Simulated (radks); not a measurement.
# Ti²⁺ in [Ne] 3s2 3p4 3d4: an all-electron calculation

What are the levels of the titanium ion Ti2+, how large are its shells, and how does its energy divide?

Program: radks (a radial shooting solver on a logarithmic mesh, Libxc functionals) version 1. Level of theory: non-relativistic Kohn-Sham, HCTH/407, spin-polarised, spherical densities, point nucleus; open shells are filled with parallel spins first. These are calculated values, not measurements, unless marked.

### Step 1. What is computed

* element: titanium (Z = 22)
* charge: +2
* electrons: 20
* configuration: [Ne] 3s2 3p4 3d4

Outer shells as boxes (Hund's rule):

Ti²⁺
```
[Ne] core
3s [↑↓]
3p [↑↓][↑ ][↑ ]
3d [↑ ][↑ ][↑ ][↑ ][  ]
```

### Step 2. Self-consistent calculation

Input:

```text
Z 22
configuration [Ne] 3s2 3p4 3d4
relativity non-relativistic
functional hcth_407
spin polarised
nucleus point
```

On the command line:

```console
$ python run_ks.py task.json out
```

This one command runs every case of the session in turn.

What does the calculation give?

**Answer**, as computed:

```
                        quantity                   value
                    total energy      -846.57574 hartree
exchange-correlation share of it                  4.96 %
                            −T/E                  0.9989
          highest occupied level       3d up, -24.079 eV
    most extended occupied level  3d up, <r> = 1.29 bohr
 radius at density 0.001 e/bohr³               3.15 bohr
    maxima of the radial density                       3
```

**Reading.** 3 principal shells are occupied and 3 maxima appear in the radial density. The ratio −T/E is 0.9989; for a non-relativistic Coulomb system it is 1 up to the kinetic part of correlation. This is not the tabulated ground configuration, so its levels and sizes aren't those of the ground state, and no measured value stands beside it.
